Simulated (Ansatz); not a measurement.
# Ge2CN4: the cost of one run

Code: Ansatz 0.2.0. PAW datasets, plane waves. Note: simulated data, non-magnetic, for a generated structure that need not be the stable one.

### Step 1. The cell

The cell was relaxed beforehand with r2SCAN.

It is monoclinic, Pm (No. 6); conventional cell a = 7.313 Å, b = 2.924 Å, c = 7.394 Å, β = 117.0°, 10.06 Å³ an atom. Around Ge lie 4 N at 1.77–1.86 Å; around Ge lie 4 N at 1.76–1.84 Å; around C lie 4 N at 1.42–1.71 Å; around Ge lie 4 N at 1.83–1.84 Å; around Ge lie 4 N at 1.84–1.93 Å.

As a file:

Space group Pm (No. 6). a = 7.313 Å, b = 2.924 Å, c = 7.394 Å, α = 90.00°, β = 116.96°, γ = 90.00°
```
atom  site  symmetry       x       y       z
  Ge    1b         m  0.7911  0.5000  0.1683
  Ge    1a         m  0.5831  0.0000  0.7530
   C    1a         m  0.1833  0.0000  0.4426
  Ge    1b         m  0.8528  0.5000  0.5856
  Ge    1b         m  0.3754  0.5000  0.2250
   C    1a         m  0.2169  0.0000  0.7995
   N    1b         m  0.6556  0.5000  0.3195
   N    1a         m  0.3025  0.0000  0.6595
   N    1b         m  0.0468  0.5000  0.3954
   N    1a         m  0.7547  0.0000  0.0198
   N    1a         m  0.2837  0.0000  0.3164
   N    1b         m  0.6407  0.5000  0.6552
   N    1a         m  0.0042  0.0000  0.7192
   N    1b         m  0.3092  0.5000  0.9410
```

### Step 2. PBE bands along the symmetry lines

Input file input.yaml:

```yaml
crystal:
  lattice:
    - [7.3106396732, 0.0, -0.1717922171]
    - [0.0, 2.9236568986, 0.0]
    - [-3.8042508621, 0.0, 6.6812448575]
  atoms:
    - { symbol: Ge, position: [0.6227667428, 0.5, 0.8316518308] }
    - { symbol: Ge, position: [0.8300594573, 0.0, 0.2469978834] }
    - { symbol: C, position: [0.7407120286, 0.0, 0.5574188941] }
    - { symbol: Ge, position: [0.2671774587, 0.5, 0.4143887799] }
    - { symbol: Ge, position: [0.1503902082, 0.5, 0.7750105225] }
    - { symbol: C, position: [0.4173907779, 0.0, 0.2004852922] }
    - { symbol: "N", position: [0.3360763443, 0.5, 0.6804753677] }
    - { symbol: "N", position: [0.6429989126, 0.0, 0.3404723229] }
    - { symbol: "N", position: [0.6514012018, 0.5, 0.6045828634] }
    - { symbol: "N", position: [0.7348872715, 0.0, 0.9802051933] }
    - { symbol: "N", position: [-0.0327158475, 0.0, 0.6836129834] }
    - { symbol: "N", position: [0.9855547561, 0.5, 0.344840239] }
    - { symbol: "N", position: [0.2850553919, 0.0, 0.2808220781] }
    - { symbol: "N", position: [0.3682452959, 0.5, 0.0590357494] }
kpoints:
  mp_grid: { grid: [4, 8, 4] }
  band_path:
    path:
      - [0.0, 0.0, 0.0]
      - [7.152610542473e-35, -0.5, -4.875114205333e-18]
      - [6.359201776029e-19, -0.5, -0.5]
      - [-1.572798351191e-18, -2.530244949633e-35, -0.5]
      - [0.0, 0.0, 0.0]
      - [-0.5, 1.667777724838e-19, -2.806522966602e-17]
      - [-0.5, -0.5, -2.806522966602e-17]
      - [7.152610542473e-35, -0.5, -4.875114205333e-18]
      - [-0.5, -0.5, 0.5]
      - [-0.5, 1.667777724838e-19, 0.5]
      - [0.0, 0.0, 0.0]
    npoints: 10
hamiltonian:
  xc: pbe
scf:
  occupations: { method: fermi_dirac, width: 0.02 }
  n_extra_bands: 7
output:
  forces: true
  stress: true
  eigenvalues: true
  write_density: true
  write_potential: true
  elf: true
  volumetric_format: npy
```

Q: Estimate wall time and peak memory on 1 × NVIDIA H100 80GB HBM3 with 2 threads of AMD EPYC 7R13 (Zen 3), shared host.

About 13 s, with a peak of 1.3 GiB on the host.
